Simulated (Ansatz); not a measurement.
# ClH₃OSiZn: how energies converge with the basis set

The task here is to estimate one member of a computed series from the others.

Program: Ansatz 0.2.0, Gaussian basis. Level of theory: one geometry, several basis sets. These are calculated values, not measurements.

Levels to be run: PBE0-D4/def2-SVP; ωB97M-V/def2-SVP; PBE0-D4/def2-QZVPP; ωB97M-V/def2-QZVPP; the functionals' def2-TZVPP values are taken from earlier runs.

## The relaxed structure

All runs share one geometry, relaxed beforehand with PBE0-D4 in a triple-zeta def2 set.

SMILES `[SiH3][O][Zn][Cl]`, 7 atoms, charge 0, spin multiplicity 1.

Atoms are counted from 1 here; the program's logs count them from 0.

Bond lengths: Si1–O2 1.626 Å, Si1–H5 1.491 Å, Si1–H6 1.491 Å, Si1–H7 1.486 Å, O2–Zn3 1.753 Å, Zn3–Cl4 2.078 Å. Angles: O2–Si1–H5 111.3°, O2–Si1–H6 111.3°, O2–Si1–H7 109.0°, H5–Si1–H6 107.7°, H5–Si1–H7 108.7°, H6–Si1–H7 108.7°, Si1–O2–Zn3 144.0°, O2–Zn3–Cl4 177.5°.

The first run:

in.yaml reads:

```yaml
crystal:
  periodic: [false, false, false]
  atoms:
    - {symbol: Si, position_ang: [-0.558719, 1.023562, 0.338524]}
    - {symbol: O, position_ang: [-0.346416, -0.571740, 0.106146]}
    - {symbol: Zn, position_ang: [0.770339, -1.780793, -0.498529]}
    - {symbol: Cl, position_ang: [2.033482, -3.276727, -1.193349]}
    - {symbol: H, position_ang: [-0.495192, 1.771968, -0.949428]}
    - {symbol: H, position_ang: [0.487969, 1.583894, 1.240437]}
    - {symbol: H, position_ang: [-1.891463, 1.249836, 0.956209]}
basis:
  gaussian: {orbitals: def2-SVP}
hamiltonian: {xc: pbe0, dispersion: d4}
output: {orbitals: {seedname: orbitals}}
```

On the command line:

```bash
$ ansatz run in.yaml --threads 4 --pin off --events-out ev --progress --plain --max-ram 10444MiB
```

Steps of the session up to this table: PBE0-D4 in def2-SVP; ωB97M-V in def2-SVP; PBE0-D4 in def2-QZVPP; ωB97M-V in def2-QZVPP.

One table of the session follows, with a row left open; its other results are not shown here.

It belongs to the step «Functionals by basis». 

```
functional       basis  HOMO (eV)  LUMO (eV)
   PBE0-D4    def2-SVP      -8.29      -1.34
   PBE0-D4  def2-TZVPP          ?          ?
   PBE0-D4  def2-QZVPP      -8.54      -1.61
   ωB97M-V    def2-SVP     -10.54       0.30
   ωB97M-V  def2-TZVPP     -10.83       0.16
   ωB97M-V  def2-QZVPP     -10.85      -0.06
```

Estimate the missing values for PBE0-D4, def2-TZVPP.

As computed: HOMO (eV): -8.52; LUMO (eV): -1.57. In the column «HOMO (eV)» it lies between PBE0-D4, def2-QZVPP (-8.54) and PBE0-D4, def2-SVP (-8.29).
